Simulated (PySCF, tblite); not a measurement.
**C₇H₁₃B: geometry, infrared bands and NMR shifts**

Wanted: the infrared bands and NMR shifts of C₇H₁₃B (`C=C(C)[C@@H]1BCCC1`), by calculation.

Computed with tblite 0.8.0 and PySCF 2.14.0, with density-fitted response routines of our own, on a single molecule in the gas phase. Atoms are numbered from 0 throughout.

**1. The molecule as given**

21 atoms, charge 0, multiplicity 1; geometry from: force field or distance geometry start.

Bonds of the start (Å): C0–C1 1.33, C1–C2 1.52, C1–C3 1.52, C3–B4 1.58, B4–C5 1.57, C5–C6 1.53, C6–C7 1.53, C7–C3 1.55, C0–H8 1.09, C0–H9 1.08, C2–H10 1.12, C2–H11 1.10, C2–H12 1.12, C3–H13 1.10, B4–H14 1.19, C5–H15 1.12, C5–H16 1.11, C6–H17 1.10, C6–H18 1.12, C7–H19 1.11, C7–H20 1.11.

**2. Geometry optimisation with GFN2-xTB**

What the job is given:

```
{"job": {"kind": "relax", "xc": "GFN2-xTB", "basis": "xTB"}, "charge": 0, "multiplicity": 1}
C     -2.519200     1.010700     0.414100
C     -1.482900     0.182400     0.395800
C     -1.548700    -1.098800     1.217200
C     -0.227800     0.548800    -0.385900
B      0.228900    -0.609600    -1.357100
C      1.770700    -0.847100    -1.167100
C      2.220900     0.307300    -0.269800
C      0.999000     0.775400     0.525500
H     -3.418800     0.770500     0.981300
H     -2.513300     1.946300    -0.134100
H     -2.401800    -1.722500     0.844900
H     -0.626400    -1.690600     1.136100
H     -1.730500    -0.849900     2.294300
H     -0.388100     1.450600    -0.999200
H     -0.249700    -0.661200    -2.442000
H      1.927800    -1.820000    -0.642700
H      2.315200    -0.827300    -2.132500
H      2.590100     1.137600    -0.896100
H      3.035400    -0.012500     0.423900
H      1.090200     1.845300     0.803000
H      0.920200     0.181500     1.462600
```

Command:

```bash
> OMP_NUM_THREADS=1 python probes_run.py task.json out
```

One launch serves the whole session: the jobs run in the order shown.

**Question.** This job is followed by: GFN2-xTB harmonic vibrations, gas phase; GIAO PBE0/pcSseg-1 NMR shielding, non-relativistic, gas phase. What will the session give for the following? strongest single infrared mode (GFN2-xTB); zero-point energy (GFN2-xTB); 13C shifts against TMS (PBE0/pcSseg-1); 1H shifts against TMS (PBE0/pcSseg-1, means over atoms taken as alike); 11B shifts against BF3·OEt2 (PBE0/pcSseg-1).

The runs gave:

```
                                                              quantity                                                                 value
                             strongest single infrared mode (GFN2-xTB)                                                 2673 cm⁻¹, 136 km/mol
                                          zero-point energy (GFN2-xTB)                                                        113.9 kcal/mol
                                13C shifts against TMS (PBE0/pcSseg-1)                        157.5, 115.4, 63.4, 36.8, 35.2, 30.6, 27.2 ppm
1H shifts against TMS (PBE0/pcSseg-1, means over atoms taken as alike)  8.29, 5.05, 5.04, 2.21, 2.09, 2.06, 2.01, 1.74, 1.73, 1.58, 1.06 ppm
                           11B shifts against BF3·OEt2 (PBE0/pcSseg-1)                                                              96.7 ppm
```

The optimisation took 132 steps and gained 0.495 eV; among the close pairs (by a distance rule), C2–H10 changed most, from 1.120 to 1.087 Å. All 57 modes are real, so the xTB geometry is a minimum. The strongest single mode, at 2673 cm⁻¹, moves mainly H14. GFN2-xTB is a fitted tight-binding method: band positions and strengths are rough. Its intensities can rank the bands wrongly. C1 (fully substituted alkene carbon) lies farthest downfield among carbon, at 157.5 ppm; the olefinic region. At PBE0/pcSseg-1: Shielding is most anisotropic at C1 (span 253 ppm, paramagnetic term -229 ppm).
